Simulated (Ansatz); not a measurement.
# Si9C8: the cost of one run

Method: DFT r2SCAN+D3(BJ), plane waves, PAW, scalar-relativistic, no spin polarisation, in Ansatz 0.2.0.

## (1) The system as given

The cell holds 17 atoms (C8Si9): a = 6.157 Å, b = 6.157 Å, c = 6.157 Å, α = 60.00°, β = 60.00°, γ = 60.00°.

The coordinates stand in the first input below.

## (2) Relaxing the start

input.yaml reads:

```yaml
accuracy: low
crystal:
  lattice:
    - [0.0, 4.353993, 4.353993]
    - [4.353993, 0.0, 4.353993]
    - [4.353993, 4.353993, 0.0]
  atoms:
    - { symbol: Si, position: [0.125, 0.125, 0.125] }
    - { symbol: C, position: [0.0, 0.0, 0.0] }
    - { symbol: Si, position: [0.125, 0.125, 0.625] }
    - { symbol: C, position: [0.0, 0.0, 0.5] }
    - { symbol: Si, position: [0.125, 0.625, 0.125] }
    - { symbol: C, position: [0.0, 0.5, 0.0] }
    - { symbol: Si, position: [0.125, 0.625, 0.625] }
    - { symbol: C, position: [0.0, 0.5, 0.5] }
    - { symbol: Si, position: [0.625, 0.125, 0.125] }
    - { symbol: C, position: [0.5, 0.0, 0.0] }
    - { symbol: Si, position: [0.625, 0.125, 0.625] }
    - { symbol: C, position: [0.5, 0.0, 0.5] }
    - { symbol: Si, position: [0.625, 0.625, 0.125] }
    - { symbol: C, position: [0.5, 0.5, 0.0] }
    - { symbol: Si, position: [0.625, 0.625, 0.625] }
    - { symbol: C, position: [0.5, 0.5, 0.5] }
    - { symbol: Si, position: [0.8665091, 0.8770636, 0.379261] }
basis:
  ecutwfc: 500.0
kpoints:
  mp_grid: { grid: [2, 2, 2] }
hamiltonian:
  xc: r2scan
  dispersion: d3bj
  pseudopotentials: { kind: paw, azcp: { folder: soft_1 } }
scf:
  occupations: { method: fermi_dirac, width: 0.02 }
  lower_state_search: "off"
relax:
  f_tol: 0.08
  max_steps: 25
  adjacent_minimum: "off"
```

Started as:

```console
$ ansatz run input.yaml --threads 1 --pin off --max-ram 3072MiB --backend cpu --events-out ev --progress --plain --runs-dir out
```

Q: Estimate wall time and peak memory on 1 thread of Arm Neoverse V2, shared host.

About 62 s, with a peak of 0.58 GiB.
